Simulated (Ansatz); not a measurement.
# InHBr radical: one species, many methods

One table from this session's results is given with a row withheld; the runs are named, their logs left out.

Program: Ansatz 0.2.0, Gaussian basis. Level of theory: functionals in def2-TZVPP, the program's frozen cores in correlated methods. These are calculated values, not measurements.

The runs, in order: LDA (SPW92), PBE-D4, revPBE-D4, BLYP-D4, r2SCAN-D4, B97M-V, PBE0-D4, B3LYP-D4, r2SCANh-D4, r2SCAN0-D4, HSE06-D4, BHLYP-D4, CAM-B3LYP-D4, LC-ωPBE, ωB97X-V, ωB97M-V, B2PLYP, PBE-QIDH; CCSD(T)/def2-SVP; CCSD(T)/def2-TZVPP; MP2/def2-QZVPP; extrapolation to the limit; RPA on PBE.

### The geometry

All runs share one geometry, relaxed beforehand with PBE0-D4 in a triple-zeta def2 set. In takes the def2 core potential; no spin-orbit term is included.

SMILES `[Br][InH]`, 3 atoms, charge 0, spin multiplicity 2.

Atoms are counted from 1 here; the program's logs count them from 0.

Bond lengths: Br1–In2 2.511 Å, In2–H3 1.772 Å. Angles: Br1–In2–H3 115.9°.

The first run:

in.yaml reads:

```yaml
crystal:
  periodic: [false, false, false]
  atoms:
    - {symbol: Br, position_ang: [1.752367, -0.309284, 0.917020]}
    - {symbol: In, position_ang: [-0.424622, -0.617753, -0.295299]}
    - {symbol: H, position_ang: [-1.338743, 0.862238, -0.635021]}
basis:
  gaussian: {orbitals: def2-TZVPP}
magnetization: {spin_polarized: true, initial_magnetization: 1}
hamiltonian: {xc: lda}
output: {orbitals: {seedname: orbitals}}
```

Among the steps run: LDA; PBE-D4 (GGA); revPBE-D4 (GGA); BLYP-D4 (GGA); r2SCAN-D4 (meta-GGA); B97M-V (meta-GGA); PBE0-D4 (hybrid); B3LYP-D4 (hybrid); r2SCANh-D4 (hybrid); r2SCAN0-D4 (hybrid); HSE06-D4 (hybrid); BHLYP-D4 (hybrid); CAM-B3LYP-D4 (range-separated); LC-ωPBE-D4 (range-separated; the results give it without D4); ωB97X-V (range-separated); ωB97M-V (range-separated); B2PLYP (double hybrid); PBE-QIDH (double hybrid).

One table of the session follows, with a row left open; its other results are not shown here.

It belongs to the step «Orbital energies across the functionals». 

```
  functional  HOMO (eV)  LUMO (eV)  gap (eV)
 LDA (SPW92)      -5.35      -4.58      0.77
      PBE-D4      -5.26      -4.27      0.98
   revPBE-D4      -5.22      -4.17      1.06
     BLYP-D4      -5.12      -4.30      0.82
   r2SCAN-D4      -5.64      -3.93      1.71
      B97M-V      -5.31      -4.46      0.86
     PBE0-D4      -6.25      -3.45      2.80
    B3LYP-D4      -6.06      -3.84      2.22
  r2SCANh-D4      -6.00      -3.64      2.36
  r2SCAN0-D4      -6.55      -3.21      3.34
    HSE06-D4      -5.87      -3.82      2.05
    BHLYP-D4      -7.10      -2.75      4.35
CAM-B3LYP-D4          ?          ?         ?
     LC-ωPBE      -8.70      -1.29      7.41
     ωB97X-V      -8.27      -1.66      6.60
     ωB97M-V      -8.22      -1.87      6.35
```

**Question.** Estimate the row for CAM-B3LYP-D4.

The run gave: HOMO (eV): -7.44; LUMO (eV): -2.65; gap (eV): 4.79. In the column «HOMO (eV)» it lies between ωB97M-V (-8.22) and BHLYP-D4 (-7.10).
